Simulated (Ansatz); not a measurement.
# C₁₀H₁₉NTi: small, medium and large basis sets

The task here is to estimate one member of a computed series from the others.

The runs use Ansatz 0.2.0, Gaussian basis; one geometry, several basis sets.

Levels to be run: PBE0-D4/def2-SVP; ωB97M-V/def2-SVP; PBE0-D4/def2-QZVPP; ωB97M-V/def2-QZVPP; the functionals' def2-TZVPP values are taken from earlier runs.

## Structure used throughout

An earlier PBE0-D4 in a triple-zeta def2 set relaxation fixed the geometry.

31 atoms, charge 0, spin multiplicity 1.

Atoms are counted from 1 here; the program's logs count them from 0.

Bond lengths: C1–N2 1.439 Å, C1–H13 1.101 Å, C1–H14 1.100 Å, C1–H15 1.092 Å, N2–C3 1.438 Å, N2–Ti4 1.895 Å, C3–H16 1.093 Å, C3–H17 1.101 Å, C3–H18 1.100 Å, Ti4–C5 2.100 Å, Ti4–C6 2.102 Å, Ti4–C7 2.386 Å, Ti4–C8 2.425 Å, Ti4–C9 2.400 Å, Ti4–C10 2.360 Å, Ti4–C12 2.350 Å, C5–H19 1.094 Å, C5–H20 1.098 Å and more. Angles: N2–C1–H13 111.8°, N2–C1–H14 111.1°, N2–C1–H15 111.1°, H13–C1–H14 107.2°, H13–C1–H15 108.0°, H14–C1–H15 107.5°, C1–N2–C3 112.6°, C1–N2–Ti4 124.2°, C3–N2–Ti4 122.3°, N2–C3–H16 111.0°, N2–C3–H17 111.9°, N2–C3–H18 111.2°, H16–C3–H17 107.9°, H16–C3–H18 107.3°, H17–C3–H18 107.3°, N2–Ti4–C5 104.8°, N2–Ti4–C6 102.2°, N2–Ti4–C7 119.9° and more.

Coordinates:

```
C     0.40920    2.53962   -0.44153
N     0.22673    1.51429    0.55183
C     0.94880    1.78582    1.76554
Ti   -0.60290   -0.15609    0.21852
C    -1.98541    0.22782   -1.31485
C    -1.84700   -0.37819    1.89831
C     0.41251   -2.16736    1.00255
C    -0.50030   -2.57031    0.00952
C    -0.08636   -2.01286   -1.21254
C     1.09446   -1.26428   -0.98923
C     1.87664   -0.51643   -2.01494
C     1.40112   -1.37280    0.38481
H     1.47118    2.67665   -0.69827
H     0.03350    3.50898   -0.08280
H    -0.13062    2.29763   -1.35918
H     0.80863    0.98303    2.49318
H     2.02982    1.89429    1.58413
H     0.60042    2.71678    2.23563
H    -1.54277    0.39038   -2.30253
H    -2.49145    1.15109   -1.00300
H    -2.73468   -0.56403   -1.40504
H    -1.28923   -0.36902    2.84073
H    -2.49774    0.50487    1.88383
H    -2.46722   -1.27772    1.87976
H     0.35274   -2.40716    2.05325
H    -1.39474   -3.15322    0.17153
H    -0.59098   -2.11700   -2.16126
H     2.48115    0.26832   -1.55721
H     1.22497   -0.05239   -2.75885
H     2.55503   -1.18761   -2.55055
H     2.23450   -0.89309    0.87866
```

The first run:

File in.yaml:

```yaml
crystal:
  periodic: [false, false, false]
  atoms:
    - {symbol: C, position_ang: [0.409197, 2.539620, -0.441530]}
    - {symbol: N, position_ang: [0.226728, 1.514292, 0.551832]}
    - {symbol: C, position_ang: [0.948801, 1.785824, 1.765542]}
    - {symbol: Ti, position_ang: [-0.602897, -0.156092, 0.218516]}
    - {symbol: C, position_ang: [-1.985410, 0.227819, -1.314851]}
    - {symbol: C, position_ang: [-1.847001, -0.378194, 1.898307]}
    - {symbol: C, position_ang: [0.412511, -2.167360, 1.002549]}
    - {symbol: C, position_ang: [-0.500296, -2.570309, 0.009524]}
    - {symbol: C, position_ang: [-0.086357, -2.012860, -1.212541]}
    - {symbol: C, position_ang: [1.094458, -1.264280, -0.989230]}
    - {symbol: C, position_ang: [1.876645, -0.516431, -2.014945]}
    - {symbol: C, position_ang: [1.401121, -1.372803, 0.384805]}
    - {symbol: H, position_ang: [1.471178, 2.676645, -0.698265]}
    - {symbol: H, position_ang: [0.033499, 3.508984, -0.082797]}
    - {symbol: H, position_ang: [-0.130619, 2.297631, -1.359178]}
    - {symbol: H, position_ang: [0.808632, 0.983030, 2.493177]}
    - {symbol: H, position_ang: [2.029815, 1.894291, 1.584129]}
    - {symbol: H, position_ang: [0.600417, 2.716783, 2.235626]}
    - {symbol: H, position_ang: [-1.542768, 0.390384, -2.302530]}
    - {symbol: H, position_ang: [-2.491448, 1.151088, -1.003004]}
    - {symbol: H, position_ang: [-2.734677, -0.564026, -1.405037]}
    - {symbol: H, position_ang: [-1.289229, -0.369020, 2.840731]}
    - {symbol: H, position_ang: [-2.497743, 0.504869, 1.883828]}
    - {symbol: H, position_ang: [-2.467216, -1.277720, 1.879762]}
    - {symbol: H, position_ang: [0.352738, -2.407164, 2.053253]}
    - {symbol: H, position_ang: [-1.394737, -3.153220, 0.171526]}
    - {symbol: H, position_ang: [-0.590985, -2.117002, -2.161257]}
    - {symbol: H, position_ang: [2.481153, 0.268315, -1.557207]}
    - {symbol: H, position_ang: [1.224968, -0.052391, -2.758846]}
    - {symbol: H, position_ang: [2.555033, -1.187606, -2.550551]}
    - {symbol: H, position_ang: [2.234497, -0.893086, 0.878663]}
basis:
  gaussian: {orbitals: def2-SVP}
hamiltonian: {xc: pbe0, dispersion: d4}
output: {orbitals: {seedname: orbitals}}
```

On the command line:

```bash
$ ansatz run in.yaml --threads 11 --pin off --events-out ev --progress --plain --max-ram 166912MiB --backend cuda --devices 0, --max-vram 75GiB
```

Steps of the session up to this table: PBE0-D4 in def2-SVP; ωB97M-V in def2-SVP; PBE0-D4 in def2-QZVPP; ωB97M-V in def2-QZVPP.

One of the session's tables, all rows but one given; the rest of the session is left out.

It belongs to the step «Functionals by basis». 

| functional | basis | HOMO (eV) |
| --- | --- | --- |
| PBE0-D4 | def2-SVP | -6.09 |
| PBE0-D4 | def2-TZVPP | -6.15 |
| PBE0-D4 | def2-QZVPP | -6.17 |
| ωB97M-V | def2-SVP | ? |
| ωB97M-V | def2-TZVPP | -8.32 |
| ωB97M-V | def2-QZVPP | -8.34 |

Q: Estimate the row for ωB97M-V, def2-SVP from the others.

As computed: HOMO (eV): -8.27. In the column «HOMO (eV)» it lies between ωB97M-V, def2-TZVPP (-8.32) and PBE0-D4, def2-QZVPP (-6.17).
